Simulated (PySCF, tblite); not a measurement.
**C₅H₁₀AlCl: dynamics, then NMR shifts on frames, part 1 of 2**

How do NMR shifts of C₅H₁₀AlCl (`C[C@@H]1CC[CH2][Al]1[Cl]`) change as the atoms move?

Computed with tblite 0.8.0 and PySCF 2.14.0, with density-fitted response routines of our own, on a single molecule in the gas phase. Atoms are numbered from 0 throughout.

**1. Starting geometry**

17 atoms, charge 0, multiplicity 1; geometry from: GFN2-xTB.

Bonds of the start (Å): C0–C1 1.53, C1–C2 1.54, C2–C3 1.54, C3–C4 1.54, C4–Al5 2.00, Al5–Cl6 2.03, Al5–C1 2.02, C0–H7 1.09, C0–H8 1.09, C0–H9 1.09, C1–H10 1.10, C2–H11 1.09, C2–H12 1.09, C3–H13 1.09, C3–H14 1.09, C4–H15 1.09, C4–H16 1.10.

**2. Dynamics with GFN2-xTB**

What the job is given:

```
{"job": {"kind": "md", "xc": "GFN2-xTB", "basis": "xTB", "temperature": 600, "steps": 2000, "every": 50, "frames": 5}, "charge": 0, "multiplicity": 1}
C      2.261266    -0.250514    -0.179851
C      0.886428    -0.360036     0.487987
C     -0.221201    -0.727619    -0.516353
C     -1.607958    -0.535658     0.115594
C     -1.822198     0.930327     0.534419
Al     0.014847     1.302113     1.235866
Cl     0.790060     2.842334     2.298875
H      2.249018     0.495527    -0.973551
H      2.559757    -1.205132    -0.615830
H      3.017692     0.043335     0.546713
H      0.948012    -1.180834     1.219429
H     -0.114964    -1.759131    -0.865407
H     -0.145551    -0.072558    -1.389735
H     -1.671888    -1.175248     1.000362
H     -2.378761    -0.864498    -0.587022
H     -2.672030     1.009009     1.219529
H     -2.099528     1.520613    -0.347658
```

Method: GFN2-xTB Langevin dynamics, gas phase.

The run is started by

```bash
OMP_NUM_THREADS=1 python probes_run.py task.json out
```

This one command runs all jobs of the session in turn.

What it wrote:

```text
t/fs     T/K      E/eV
    0.0   518.0   -584.07935
   25.0   376.0   -583.33194
   50.0   447.8   -583.35481
   75.0   581.4   -583.25290
  100.0   425.4   -583.15267
  125.0   723.9   -583.17977
  150.0   467.3   -582.78433
  175.0   448.9   -582.71632
  200.0   564.6   -582.95665
  225.0   570.7   -583.17823
  250.0   575.2   -583.36814
  275.0   459.9   -583.31730
  300.0   572.4   -583.09301
  325.0   607.7   -583.25986
  350.0   644.4   -583.27026
  375.0   571.4   -583.24305
  400.0   625.6   -583.07165
  425.0   509.7   -582.54923
  450.0   628.5   -582.86247
  475.0   607.3   -582.70586
  500.0   683.9   -582.98996
  525.0   653.7   -582.72741
  550.0   719.0   -582.55208
  575.0   681.8   -582.59948
  600.0   568.8   -582.20992
  625.0   875.7   -582.70724
  650.0   933.6   -582.98742
  675.0   849.5   -582.63818
  700.0   653.6   -582.44749
  725.0   772.0   -582.85242
  750.0   607.8   -582.76526
  775.0   720.9   -583.14063
  800.0   509.7   -582.67360
  825.0   573.0   -583.00940
  850.0   533.6   -582.76996
  875.0   606.7   -583.13511
  900.0   611.2   -582.69277
  925.0   664.6   -582.63791
  950.0   577.3   -582.67285
  975.0   766.1   -582.65932
 1000.0   672.2   -582.62248
```

Wall time 52 s (1 thread of Intel Xeon at 2.50GHz, shared host); peak memory 0.18 GiB.

Distance from the start (root mean square after alignment): 0 fs 0.00 Å, 200 fs 0.17 Å, 400 fs 0.16 Å, 600 fs 0.64 Å, 800 fs 0.27 Å, 1000 fs 0.73 Å.

Positions (Å) and forces (eV/Å) at 1000 fs:

```xyz
17

C     0.341   -0.131    2.524    2.290   -0.670    0.159
C    -1.137    0.021    2.319   -0.228    2.563   -0.743
C    -1.709   -0.609    1.033   -1.936   -1.712    3.094
C    -2.987    0.143    0.598    2.691    1.166   -4.251
C    -2.765    1.701    0.468    0.199    0.123   -0.066
Al   -1.368    2.003    2.033   -0.799   -0.107   -1.133
Cl   -0.183    3.424    2.866   -0.137    0.065   -0.039
H     0.544   -1.187    2.452    0.377   -0.811    0.383
H     0.763    0.224    3.504   -0.778   -0.204   -0.698
H     1.083    0.274    1.754   -1.444    0.130    0.535
H    -1.743   -0.254    3.173    0.282   -0.769    0.243
H    -1.925   -1.692    1.477   -0.099    1.526   -1.758
H    -1.054   -0.670    0.231    1.327   -0.048   -1.120
H    -3.763    0.025    1.171   -3.769   -0.757    4.216
H    -3.484   -0.247   -0.367    1.481    0.285    0.532
H    -3.775    2.235    0.558    1.295   -0.644   -0.397
H    -2.291    1.938   -0.543   -0.753   -0.137    1.042
```

**3. NMR shieldings: 250 fs, PBE0/pcSseg-1**

What the job is given:

```
{"job": {"kind": "nmr", "xc": "PBE0", "basis": "pcSseg-1", "pop": false}, "charge": 0, "multiplicity": 1}
C      1.868500    -0.399900     0.202500
C      0.318500    -0.273100     0.633000
C     -0.649700    -0.465100    -0.536900
C     -2.170500    -0.200500    -0.066800
C     -2.240200     1.265500     0.414200
Al    -0.542700     1.302600     1.465800
Cl     0.199500     2.479600     2.905000
H      2.091800    -0.150500    -0.844600
H      2.162400    -1.426500     0.274300
H      2.556000     0.231400     0.778700
H      0.247000    -1.155300     1.228900
H     -0.562300    -1.435500    -0.898700
H     -0.411800     0.221600    -1.374600
H     -2.457100    -0.850500     0.840500
H     -2.819300    -0.398800    -0.889900
H     -3.249300     1.327800     0.771100
H     -2.172500     1.937700    -0.356200
```

Level: GIAO PBE0/pcSseg-1 NMR shielding, non-relativistic, gas phase.

What it wrote:

```text
coarse grid: 14880 points
cycle   1  E = -898.5404054596  dE =  5.946e-01  |g| = 5.257e-01  |ddm| = 3.659e+00
cycle   2  E = -898.5166277510  dE =  2.378e-02  |g| = 6.177e-01  |ddm| = 1.068e+00
cycle   3  E = -898.6176482543  dE = -1.010e-01  |g| = 5.249e-02  |ddm| = 6.013e-01
cycle   4  E = -898.6182173903  dE = -5.691e-04  |g| = 2.584e-02  |ddm| = 8.020e-02
cycle   5  E = -898.6183676134  dE = -1.502e-04  |g| = 4.504e-03  |ddm| = 2.726e-02
cycle   6  E = -898.6183719867  dE = -4.373e-06  |g| = 1.853e-03  |ddm| = 5.508e-03
final grid: 133400 points
cycle   7  E = -898.6606941998  dE = -3.767e-05  |g| = 8.899e-03  |ddm| = 2.549e-02
cycle   8  E = -898.6606856551  dE =  8.545e-06  |g| = 1.044e-02  |ddm| = 1.635e-02
cycle   9  E = -898.6607141369  dE = -2.848e-05  |g| = 7.071e-04  |ddm| = 9.214e-03
cycle  10  E = -898.6607142290  dE = -9.213e-08  |g| = 2.259e-04  |ddm| = 8.210e-04
cycle  11  E = -898.6607142415  dE = -1.249e-08  |g| = 4.280e-05  |ddm| = 2.203e-04
cycle  12  E = -898.6607142419  dE = -4.056e-10  |g| = 1.234e-05  |ddm| = 5.235e-05
converged SCF energy = -898.6607142419

GIAO shielding tensors (ppm)
atom      isotropic    diamagn.    paramagn.     s11        s22        s33       span
  0 C      168.819     243.760     -74.941    145.123    165.398    195.935     50.812
  1 C      168.121     248.477     -80.356    144.242    164.857    195.265     51.024
  2 C      145.885     248.348    -102.463    126.235    145.764    165.656     39.421
  3 C      148.008     251.103    -103.095    136.010    151.461    156.551     20.541
  4 C      180.626     251.060     -70.434    170.356    182.651    188.872     18.516
  5 Al     309.887     795.630    -485.743    278.094    307.737    343.830     65.736
  6 Cl     901.962    1148.850    -246.888    720.230    986.011    999.645    279.416
  7 H       30.957      30.003       0.954     26.839     28.809     37.222     10.383
  8 H       30.611      29.959       0.653     25.529     28.326     37.979     12.449
  9 H       30.011      28.693       1.319     24.371     29.045     36.619     12.248
 10 H       31.400      33.147      -1.746     26.033     31.613     36.555     10.522
 11 H       30.443      33.792      -3.349     25.610     30.011     35.708     10.099
 12 H       30.735      32.453      -1.718     26.449     29.781     35.975      9.527
 13 H       29.553      30.700      -1.147     25.792     27.438     35.430      9.638
 14 H       29.616      31.509      -1.893     24.951     27.975     35.923     10.973
 15 H       31.302      28.962       2.340     25.562     29.458     38.885     13.323
 16 H       33.637      32.566       1.071     29.659     30.511     40.742     11.083
```

Wall time 61 s (1 thread of Intel Xeon at 2.50GHz, shared host); peak memory 0.91 GiB.

Shifts follow as δ = σ(reference) − σ, with reference shieldings (ppm) from runs at the same level and on the same kind of geometry: 1H TMS 31.72, 13C TMS 186.9, 27Al AlH4- 490.0, 35Cl HCl 950. The references are single molecules in the gas phase. Shifts against hydride references such as AlH4− lie on their own scale. Each atom is listed at this fixed geometry, with no averaging over motion; a spectrum would average atoms that exchange fast.

```csv
atoms,environment,σ (ppm),δ (ppm)
C2,sp3 CH2 in a ring,145.9,41.0
C3,sp3 CH2 in a ring,148.0,38.9
C1,sp3 CH bonded to Al,168.1,18.8
C0,methyl carbon,168.8,18.1
C4,sp3 CH2 bonded to Al,180.6,6.3
H13,hydrogen on an sp3 CH2 in a ring,29.55,2.16
H14,hydrogen on an sp3 CH2 in a ring,29.62,2.10
H9,hydrogen on a methyl carbon,30.01,1.71
H11,hydrogen on an sp3 CH2 in a ring,30.44,1.27
H8,hydrogen on a methyl carbon,30.61,1.11
H12,hydrogen on an sp3 CH2 in a ring,30.73,0.98
H7,hydrogen on a methyl carbon,30.96,0.76
H15,hydrogen on an sp3 CH2 bonded to Al,31.30,0.42
H10,hydrogen on an sp3 CH bonded to Al,31.40,0.32
H16,hydrogen on an sp3 CH2 bonded to Al,33.64,-1.92
Al5,"aluminium bonded to 2 C, Cl, in a 5-membered ring",309.9,180.1
Cl6,chlorine bonded to Al,902,48
```

Ring of atoms C1, C2, C3, C4, Al5: NICS(0) -3.7, NICS(1) -3.1, NICS(1)zz -0.7 ppm (means of both faces).

**4. NMR shieldings: 425 fs, PBE0/pcSseg-1**

What the job is given:

```
{"job": {"kind": "nmr", "xc": "PBE0", "basis": "pcSseg-1", "pop": false}, "charge": 0, "multiplicity": 1}
C      1.617000     0.604200     0.544300
C      0.274100     0.040200     0.982100
C     -0.657400    -0.430700    -0.222300
C     -2.118500    -0.457700     0.332900
C     -2.588900     0.804200     0.791900
Al    -0.973900     1.458200     1.798000
Cl    -0.061900     2.980100     2.919500
H      1.418400     1.549700     0.021300
H      2.132600    -0.116000    -0.021100
H      2.115200     0.928300     1.532100
H      0.319800    -1.026200     1.237000
H     -0.279500    -1.460700    -0.436500
H     -0.616700     0.329300    -1.080700
H     -1.984800    -1.107300     1.228800
H     -2.977300    -0.935700    -0.292200
H     -3.482800     0.841300     1.427900
H     -2.729500     1.390600    -0.046200
```

Method: GIAO PBE0/pcSseg-1 NMR shielding, non-relativistic, gas phase.

What it wrote:

```text
coarse grid: 14880 points
cycle   1  E = -898.5028646913  dE =  6.420e-01  |g| = 5.590e-01  |ddm| = 3.648e+00
cycle   2  E = -898.4519279048  dE =  5.094e-02  |g| = 7.181e-01  |ddm| = 1.246e+00
cycle   3  E = -898.5918326121  dE = -1.399e-01  |g| = 6.167e-02  |ddm| = 7.308e-01
cycle   4  E = -898.5926793479  dE = -8.467e-04  |g| = 2.895e-02  |ddm| = 9.629e-02
cycle   5  E = -898.5928717706  dE = -1.924e-04  |g| = 4.065e-03  |ddm| = 2.965e-02
cycle   6  E = -898.5928754338  dE = -3.663e-06  |g| = 1.777e-03  |ddm| = 6.227e-03
final grid: 133400 points
cycle   7  E = -898.6330515793  dE = -3.620e-05  |g| = 8.474e-03  |ddm| = 3.188e-02
cycle   8  E = -898.6330396724  dE =  1.191e-05  |g| = 1.069e-02  |ddm| = 1.707e-02
cycle   9  E = -898.6330699344  dE = -3.026e-05  |g| = 8.074e-04  |ddm| = 9.935e-03
cycle  10  E = -898.6330700607  dE = -1.263e-07  |g| = 2.394e-04  |ddm| = 9.573e-04
cycle  11  E = -898.6330700749  dE = -1.426e-08  |g| = 3.899e-05  |ddm| = 2.429e-04
cycle  12  E = -898.6330700752  dE = -3.186e-10  |g| = 1.226e-05  |ddm| = 5.609e-05
converged SCF energy = -898.6330700752

GIAO shielding tensors (ppm)
atom      isotropic    diamagn.    paramagn.     s11        s22        s33       span
  0 C      164.940     245.815     -80.875    148.794    168.480    177.546     28.751
  1 C      151.718     253.409    -101.691    100.127    155.692    199.334     99.207
  2 C      131.401     249.839    -118.438    113.531    134.759    145.912     32.381
  3 C      153.429     247.257     -93.828    139.513    152.373    168.400     28.887
  4 C      175.700     254.043     -78.344    154.121    180.894    192.084     37.963
  5 Al     306.785     795.760    -488.975    231.239    308.276    380.840    149.601
  6 Cl     889.163    1149.014    -259.850    699.500    968.180    999.810    300.309
  7 H       30.429      30.662      -0.233     26.785     29.517     34.985      8.200
  8 H       30.476      30.646      -0.170     25.264     28.436     37.729     12.465
  9 H       28.042      27.702       0.340     22.832     27.551     33.744     10.912
 10 H       28.615      33.244      -4.629     22.442     28.859     34.544     12.102
 11 H       27.908      32.557      -4.649     23.284     26.965     33.475     10.191
 12 H       29.589      31.479      -1.889     25.782     28.662     34.324      8.542
 13 H       30.089      31.321      -1.231     26.086     28.474     35.709      9.623
 14 H       27.372      27.802      -0.430     21.591     26.097     34.428     12.837
 15 H       30.668      28.258       2.410     25.919     28.415     37.670     11.752
 16 H       32.772      31.937       0.835     28.110     30.267     39.939     11.829
```

Wall time 61 s (1 thread of Intel Xeon at 2.50GHz, shared host); peak memory 0.83 GiB.

Key values: δ C2 55.5, C1 35.2, C3 33.5, C0 22.0, H14 4.34, H11 3.81 ppm.

(Continued in part 2 of 2.)
